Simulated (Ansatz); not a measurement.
# HfB2: stress in a strained cell

HfB2 is deformed so: equal xx and yy strain of +2 %. What stress and forces result, by LAPW, PAW and all-electron datasets made for the crystal?

Method: DFT PBEsol, scalar-relativistic, in Ansatz 0.2.0.

## 1. Starting point

It takes space group P6/mmm (No. 191, hexagonal). Conventional cell: a = 3.140 Å, b = 3.140 Å, c = 3.480 Å, α = 90.00°, β = 90.00°, γ = 120.00°. Hf (site symmetry 6/mmm) has 12 B at 2.51 Å in its first shell of neighbours. B (site symmetry -6m2) has 3 B at 1.81 Å and 6 Hf at 2.51 Å in its first shell of neighbours.

Coordinates:

```cif
data_structure
_symmetry_space_group_name_H-M 'P 1'
_symmetry_Int_Tables_number 1
_cell_length_a 3.1400
_cell_length_b 3.1400
_cell_length_c 3.4800
_cell_angle_alpha 90.000
_cell_angle_beta 90.000
_cell_angle_gamma 120.000
_cell_volume 29.71
loop_
_atom_site_label
_atom_site_type_symbol
_atom_site_fract_x
_atom_site_fract_y
_atom_site_fract_z
_atom_site_occupancy
Hf1 Hf 0.00000 0.00000 0.00000 1
B1 B 0.33333 0.66667 0.50000 1
B2 B 0.66667 0.33333 0.50000 1
```

Atoms are numbered in the order of the input: Hf1, B2, B3.

## 2. After the deformation

Space group P6/mmm before, P6/mmm after.

## 3. All-electron LAPW

input.yaml reads:

```yaml
crystal:
  lattice:
    - [3.2028001025, 0.0, 0.0]
    - [-1.6014000513, 2.773706252, 0.0]
    - [0.0, 0.0, 3.48]
  atoms:
    - { symbol: Hf, position: [0.0, 0.0, 0.0] }
    - { symbol: B, position: [0.3333333333, 0.6666666667, 0.5] }
    - { symbol: B, position: [0.6666666667, 0.3333333333, 0.5] }
kpoints:
  mp_grid: { grid: [15, 15, 12] }
  band_path:
    path:
      - [0.0, 0.0, 0.0]
      - [0.5, 0.0, 0.0]
      - [0.3333333333, 0.3333333333, 0.0]
      - [0.0, 0.0, 0.0]
      - [0.0, 0.0, 0.5]
      - [0.5, 0.0, 0.5]
      - [0.3333333333, 0.3333333333, 0.5]
      - [0.0, 0.0, 0.5]
      - [0.5, 0.0, 0.5]
    npoints: 5
scf:
  occupations: { method: fermi_dirac, width: 0.03 }
hamiltonian:
  xc: pbesol
  pseudopotentials: { kind: all_electron, lapw: { basis_error: 0.001 } }
output:
  forces: true
  stress: true
  eigenvalues: true
```

On the command line:

```bash
$ ansatz run input.yaml --threads 1 --pin off --max-ram 4096MiB --backend cpu --events-out ev --progress --plain --runs-dir out
```

## 4. Frozen-core PAW

input.yaml reads:

```yaml
crystal:
  lattice:
    - [3.2028001025, 0.0, 0.0]
    - [-1.6014000513, 2.773706252, 0.0]
    - [0.0, 0.0, 3.48]
  atoms:
    - { symbol: Hf, position: [0.0, 0.0, 0.0] }
    - { symbol: B, position: [0.3333333333, 0.6666666667, 0.5] }
    - { symbol: B, position: [0.6666666667, 0.3333333333, 0.5] }
kpoints:
  mp_grid: { grid: [15, 15, 12] }
scf:
  occupations: { method: fermi_dirac, width: 0.03 }
hamiltonian:
  xc: pbesol
  pseudopotentials: { kind: paw }
output:
  forces: true
  stress: true
  eigenvalues: true
  efg: { contact_densities: true }
```

## 5. All-electron PAW on datasets made for the crystal

input.yaml: that of step 4 with these lines changed.

```diff
@@ -15,3 +15,3 @@
   xc: pbesol
-  pseudopotentials: { kind: paw }
+  pseudopotentials: { kind: all_electron, datasets: crystal }
 output:
```

(Steps that only read results are left out.)

Before running it: what results should come out? Wanted: pressure; largest shear or deviatoric stress.

The runs gave:

| quantity | value |
| --- | --- |
| pressure | LAPW -13.66, PAW -13.71, crystal datasets -13.66 GPa |
| largest shear or deviatoric stress (LAPW) | 4.27 GPa |

In words: The largest part of the stress beyond the pressure is 4.27 GPa in size, in the zz component; the atoms are carried along and not relaxed. No run of the undeformed cell stands beside it, so pressure and stress hold what the given cell had before the change, as far as its symmetry allows. PAW: stress within 0.11 GPa of LAPW. Crystal datasets: stress within 0.01 GPa of LAPW. Spin-orbit coupling is left out, though the cell holds Hf; in elements this heavy it can shift bands and gaps by tenths of an eV.
